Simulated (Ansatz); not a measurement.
FeCu under changes of volume

One of the cells (10.213 Å³/atom); the others are scaled copies at fixed shape and fractional positions:

```
Fe Cu
1.0
     0.00000    2.16966    2.16966
     2.16966    0.00000    2.16966
     2.16966    2.16966    0.00000
Fe Cu
1 1
Direct
  0.50000 0.50000 0.50000
  0.00000 0.00000 0.00000
```

The cell was built by a generator and needn't be a form met in nature.

- Program: Ansatz 0.2.0
- Functional: PBE
- Potentials or basis: all-electron LAPW, scalar-relativistic
- Cutoff: 456 eV (chosen from the basis error)
- Basis error allowed: 0.0005 eV/atom
- k mesh: 11 × 11 × 11
- Occupations: fermi-dirac, width 0.05 eV
- Spin: collinear spin, ferromagnetic start
- Starting moments: [3.0, 0.6] μB

| volume (Å³/atom) | energy over the lowest point (meV/atom) | pressure (GPa) | moment (μB per cell) |
| --- | --- | --- | --- |
| 9.601 | ? | ? | ? |
| 9.805 | 468.94 | 93.7 | 2.52 |
| 10.009 | 354.97 | 85.0 | 2.61 |
| 10.213 | 251.59 | 76.8 | 2.68 |
| 10.418 | 158.50 | 69.1 | 2.73 |
| 10.622 | 74.94 | 62.0 | 2.77 |
| 10.826 | 0.00 | 55.5 | 2.81 |

Task: What does the run at 9.601 Å³/atom give?

Result: Energy over the lowest point 594.41 meV/atom; pressure 103.5 GPa; moment 2.42 μB per cell.

Worked out: A Birch-Murnaghan fit of order 3 (a polynomial in V^(-2/3)) to the other rows has no minimum within the range. It gives 595.17 meV/atom at 9.601 Å³/atom, against the run's 594.41, and -dE/dV = 104.1 GPa, against 103.5. A parabola through the other rows of the moment, of slope 0.503 μB per Å³/atom there, extrapolates to 2.43 μB, against the run's 2.42.

Energies are extrapolated to zero smearing.
